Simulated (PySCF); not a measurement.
# [WO3F]−: forces at shaken geometries

How stiff is [WO3F]−? Its atoms are displaced at random by several amounts. The species was built from a template and needn't be a known compound.

Program: PySCF 2.14.0. Level of theory: B3LYP, W def2-SVP with ECP60, O def2-SVP, F def2-SVP; scalar-relativistic core potentials, no spin–orbit coupling. These are calculated values, not measurements.

3 further runs of the same task are left out: 2 for a known fault of the program, 1 that didn't finish.

### Step 1. Starting geometry

5 atoms, charge -1, spin multiplicity 1.

Bond lengths: W1–O2 1.754 Å, W1–O3 1.754 Å, W1–O4 1.754 Å, W1–F5 1.922 Å. Angles: O2–W1–O3 109.2°, O2–W1–O4 109.5°, O2–W1–F5 109.7°, O3–W1–O4 109.2°, O3–W1–F5 109.4°, O4–W1–F5 109.7°.

Coordinates:

```
W     0.0000   -0.0844    0.0647
O     1.4322   -0.1092    1.0772
O     0.0000    1.3796   -0.9008
O    -1.4322   -0.1092    1.0772
F     0.0000   -1.6150   -1.0980
```

Formal oxidation states: W +6. An earlier session relaxed this geometry at B3LYP, W def2-SVP with ECP60, O def2-SVP, F def2-SVP (singlet, point group C3v).

Its energy there is -392.665190 Eh.

### Step 2. Atoms moved at random, σ = 0.15 Å

File run.py (the lines that set the calculation):

```python
mol = gto.M(atom='''
W      0.03091     0.00395     0.03475
O      1.57170    -0.05748     1.27677
O     -0.06617     1.41585    -1.24588
O     -1.64554    -0.20584     1.10426
F      0.10910    -1.69480    -0.94964''',
    basis={'W': 'def2-SVP', 'O': 'def2-SVP', 'F': 'def2-SVP'},
    ecp={'W': 'def2-SVP'},
    charge=-1, spin=0)
mf = dft.RKS(mol, xc='B3LYP')
mf.grids.atom_grid = (50, 194)
mf = mf.density_fit()  # fitting sets: W def2-universal-JKFIT, O def2-universal-JKFIT, F def2-universal-JKFIT
mf.conv_tol = 1e-08; mf.max_cycle = 55
mf.kernel(dm0)  # dm0: the density of the relaxed state
```

Started as:

```sh
$ OMP_NUM_THREADS=2 python run.py
```

Log:

```text
init E= -392.319687729806
  HOMO = -0.235384471705015  LUMO = -0.0683809008079274  gap/eV = 4.54440
cycle= 1 E= -392.541851207181  delta_E= -0.222  |g|= 0.308  |ddm|= 0.866
  HOMO = -0.0700372711303271  LUMO = 0.123360377827894  gap/eV = 5.26262
cycle= 2 E= -392.482922328134  delta_E= 0.0589  |g|= 0.606  |ddm|= 0.706
  HOMO = -0.0779739073741408  LUMO = 0.0773928855333588  gap/eV = 4.22775
cycle= 3 E= -392.541303345078  delta_E= -0.0584  |g|= 0.345  |ddm|= 0.602
  HOMO = -0.0978503967914425  LUMO = 0.0754913628945043  gap/eV = 4.71687
cycle= 4 E= -392.563290838256  delta_E= -0.022  |g|= 0.0922  |ddm|= 0.254
  HOMO = -0.0965595270238956  LUMO = 0.07149444166754  gap/eV = 4.57298
cycle= 5 E= -392.564365522106  delta_E= -0.00107  |g|= 0.0494  |ddm|= 0.0869
  HOMO = -0.098539601613966  LUMO = 0.0713610138797174  gap/eV = 4.62323
cycle= 6 E= -392.564765767061  delta_E= -0.0004  |g|= 0.0258  |ddm|= 0.0463
  HOMO = -0.0978842609151546  LUMO = 0.0725369042921984  gap/eV = 4.63740
cycle= 7 E= -392.56490498686  delta_E= -0.000139  |g|= 0.00419  |ddm|= 0.0193
  HOMO = -0.0980062885831843  LUMO = 0.0723972265840414  gap/eV = 4.63692
cycle= 8 E= -392.56490287517  delta_E= 2.11e-06  |g|= 0.00527  |ddm|= 0.00645
  HOMO = -0.0981332233246608  LUMO = 0.072272144609678  gap/eV = 4.63697
cycle= 9 E= -392.564909056413  delta_E= -6.18e-06  |g|= 0.000381  |ddm|= 0.00395
  HOMO = -0.098107858525443  LUMO = 0.0723201202653769  gap/eV = 4.63758
cycle= 10 E= -392.564909108845  delta_E= -5.24e-08  |g|= 9.14e-05  |ddm|= 0.000592
  HOMO = -0.0981123968841896  LUMO = 0.0723160117694235  gap/eV = 4.63759
cycle= 11 E= -392.564909112715  delta_E= -3.87e-09  |g|= 2.32e-05  |ddm|= 0.000197
  HOMO = -0.0981155718688224  LUMO = 0.0723143568315098  gap/eV = 4.63763
Extra cycle  E= -392.564909112408  delta_E= 3.07e-10  |g|= 5.14e-05  |ddm|= 5.83e-05
converged SCF energy = -392.564909112408
```

Wall time 2.2 s (2 threads of Arm Neoverse V2, shared host).

Result: E = -392.564909 Eh (+2.729 eV from the relaxed state), HOMO -2.67 eV, LUMO 1.97 eV, Mulliken charge on W1 +0.97 e, largest force component 5.921 eV/Å. 

```tsv
atom	Fx	Fy	Fz (eV/Å)
W1	-1.275	0.689	3.445
O2	-5.191	0.664	-4.508
O3	0.498	-4.138	4.137
O4	5.921	1.086	-3.870
F5	0.048	1.699	0.796
```

### Step 3. Atoms moved at random, σ = 0.1 Å

File run.py (the lines that set the calculation):

```python
mol = gto.M(atom='''
W      0.05776    -0.03079     0.18206
O      1.40914    -0.10120     1.02178
O      0.01680     1.30807    -0.89059
O     -1.39725    -0.06149     1.00435
F     -0.08645    -1.65290    -1.09735''',
    basis={'W': 'def2-SVP', 'O': 'def2-SVP', 'F': 'def2-SVP'},
    ecp={'W': 'def2-SVP'},
    charge=-1, spin=0)
mf = dft.RKS(mol, xc='B3LYP')
mf.grids.atom_grid = (50, 194)
mf = mf.density_fit()  # fitting sets: W def2-universal-JKFIT, O def2-universal-JKFIT, F def2-universal-JKFIT
mf.conv_tol = 1e-08; mf.max_cycle = 55
mf.kernel(dm0)  # dm0: the density of the relaxed state
```

Started as:

```sh
$ OMP_NUM_THREADS=2 python run.py
```

Log:

```text
init E= -392.678106244491
  HOMO = -0.0923618762162089  LUMO = 0.141848357696304  gap/eV = 6.37319
cycle= 1 E= -392.595803813218  delta_E= 0.0823  |g|= 0.211  |ddm|= 0.655
  HOMO = -0.0894098667461943  LUMO = 0.14530077148159  gap/eV = 6.38680
cycle= 2 E= -392.566278598693  delta_E= 0.0295  |g|= 0.457  |ddm|= 0.513
  HOMO = -0.100306657043645  LUMO = 0.141297412251149  gap/eV = 6.57438
cycle= 3 E= -392.605230466463  delta_E= -0.039  |g|= 0.0541  |ddm|= 0.326
  HOMO = -0.0972242840814675  LUMO = 0.139592266612144  gap/eV = 6.44411
cycle= 4 E= -392.605493378505  delta_E= -0.000263  |g|= 0.0388  |ddm|= 0.0597
  HOMO = -0.100246742106255  LUMO = 0.140062228361963  gap/eV = 6.53914
cycle= 5 E= -392.605775779822  delta_E= -0.000282  |g|= 0.00884  |ddm|= 0.0302
  HOMO = -0.0996300857243928  LUMO = 0.140020211168672  gap/eV = 6.52122
cycle= 6 E= -392.605786424328  delta_E= -1.06e-05  |g|= 0.00496  |ddm|= 0.00824
  HOMO = -0.0996015761171518  LUMO = 0.14008985162484  gap/eV = 6.52234
cycle= 7 E= -392.605790776951  delta_E= -4.35e-06  |g|= 0.00119  |ddm|= 0.00438
  HOMO = -0.0996478899891654  LUMO = 0.14006612579556  gap/eV = 6.52295
cycle= 8 E= -392.605790911851  delta_E= -1.35e-07  |g|= 0.000912  |ddm|= 0.00133
  HOMO = -0.0996462972282688  LUMO = 0.140056393959068  gap/eV = 6.52264
cycle= 9 E= -392.605791072361  delta_E= -1.61e-07  |g|= 0.000115  |ddm|= 0.000682
  HOMO = -0.0996410965995741  LUMO = 0.140063469526954  gap/eV = 6.52269
cycle= 10 E= -392.605791075404  delta_E= -3.04e-09  |g|= 2.72e-05  |ddm|= 0.000143
  HOMO = -0.0996499328536331  LUMO = 0.140058215396824  gap/eV = 6.52279
Extra cycle  E= -392.605791075335  delta_E= 6.86e-11  |g|= 3.53e-05  |ddm|= 6.33e-05
converged SCF energy = -392.605791075335
```

It took 2.2 s on 2 threads of Arm Neoverse V2, shared host.

Read off: E = -392.605791 Eh (+1.616 eV from the relaxed state), HOMO -2.71 eV, LUMO 3.81 eV, Mulliken charge on W1 +0.86 e, largest force component 11.908 eV/Å. 

```tsv
atom	Fx	Fy	Fz (eV/Å)
W1	-6.818	-4.230	-11.908
O2	10.444	-0.136	7.491
O3	0.439	2.550	-1.229
O4	-4.484	0.115	4.045
F5	0.420	1.702	1.601
```

### Step 4. Atoms moved at random, σ = 0.06 Å

File run.py (the lines that set the calculation):

```python
mol = gto.M(atom='''
W      0.00506     0.00436     0.06739
O      1.45987    -0.17883     1.02501
O      0.02982     1.31912    -0.95458
O     -1.45017    -0.09720     1.16580
F     -0.04458    -1.58576    -1.08336''',
    basis={'W': 'def2-SVP', 'O': 'def2-SVP', 'F': 'def2-SVP'},
    ecp={'W': 'def2-SVP'},
    charge=-1, spin=0)
mf = dft.RKS(mol, xc='B3LYP')
mf.grids.atom_grid = (50, 194)
mf = mf.density_fit()  # fitting sets: W def2-universal-JKFIT, O def2-universal-JKFIT, F def2-universal-JKFIT
mf.conv_tol = 1e-08; mf.max_cycle = 55
mf.kernel(dm0)  # dm0: the density of the relaxed state
```

Started as:

```sh
$ OMP_NUM_THREADS=2 python run.py
```

Log:

```text
init E= -392.633139585764
  HOMO = -0.119743837192205  LUMO = 0.126812955720185  gap/eV = 6.70915
cycle= 1 E= -392.638070733658  delta_E= -0.00493  |g|= 0.212  |ddm|= 0.508
  HOMO = -0.0499035577317591  LUMO = 0.143935019328597  gap/eV = 5.27462
cycle= 2 E= -392.555892440272  delta_E= 0.0822  |g|= 0.673  |ddm|= 0.63
  HOMO = -0.0919585152026889  LUMO = 0.145396034314882  gap/eV = 6.45875
cycle= 3 E= -392.646811907746  delta_E= -0.0909  |g|= 0.0876  |ddm|= 0.465
  HOMO = -0.0907010445086871  LUMO = 0.142089601791736  gap/eV = 6.33456
cycle= 4 E= -392.648001052741  delta_E= -0.00119  |g|= 0.0464  |ddm|= 0.0921
  HOMO = -0.0937544755310238  LUMO = 0.141907574485813  gap/eV = 6.41269
cycle= 5 E= -392.648412627578  delta_E= -0.000412  |g|= 0.00639  |ddm|= 0.0305
  HOMO = -0.0936618395280476  LUMO = 0.142313615273677  gap/eV = 6.42122
cycle= 6 E= -392.648415945637  delta_E= -3.32e-06  |g|= 0.00549  |ddm|= 0.00829
  HOMO = -0.093659621257012  LUMO = 0.1422239259297  gap/eV = 6.41872
cycle= 7 E= -392.648421861898  delta_E= -5.92e-06  |g|= 0.00142  |ddm|= 0.00461
  HOMO = -0.0937774787031  LUMO = 0.142166260955898  gap/eV = 6.42036
cycle= 8 E= -392.64842227054  delta_E= -4.09e-07  |g|= 0.000278  |ddm|= 0.00122
  HOMO = -0.0937484844198817  LUMO = 0.142180113441615  gap/eV = 6.41994
cycle= 9 E= -392.648422285104  delta_E= -1.46e-08  |g|= 0.000147  |ddm|= 0.000331
  HOMO = -0.0937501114937369  LUMO = 0.142181420229532  gap/eV = 6.42002
cycle= 10 E= -392.648422288895  delta_E= -3.79e-09  |g|= 4.01e-05  |ddm|= 0.000125
  HOMO = -0.0937510394034125  LUMO = 0.142178872959869  gap/eV = 6.41998
Extra cycle  E= -392.648422288197  delta_E= 6.98e-10  |g|= 7.62e-05  |ddm|= 7.94e-05
converged SCF energy = -392.648422288197
```

It took 2.2 s on 2 threads of Arm Neoverse V2, shared host.

Result: E = -392.648422 Eh (+0.456 eV from the relaxed state), HOMO -2.55 eV, LUMO 3.87 eV, Mulliken charge on W1 +0.91 e, largest force component 6.813 eV/Å. 

```tsv
atom	Fx	Fy	Fz (eV/Å)
W1	-2.315	-6.813	3.874
O2	0.352	0.604	0.021
O3	0.126	4.582	-2.813
O4	1.859	0.685	-1.618
F5	-0.022	0.942	0.536
```

### Step 5. The displacements side by side

| σ (Å) | energy rise (eV) | harmonic estimate −½ F·u (eV) | largest force component (eV/Å) |
| --- | --- | --- | --- |
| 0.15 | 2.729 | 2.384 | 5.92 |
| 0.1 | 1.616 | 1.704 | 11.91 |
| 0.06 | 0.456 | 0.447 | 6.81 |

Every displacement raises the energy. For a harmonic well the rise equals −½ F·u; the two differ by at most 13 % here (a move with σ = 0.15 Å), from anharmonicity, the grid and the small forces left at the relaxed point. The bases are small and lack diffuse functions. Spin–orbit coupling is left out.
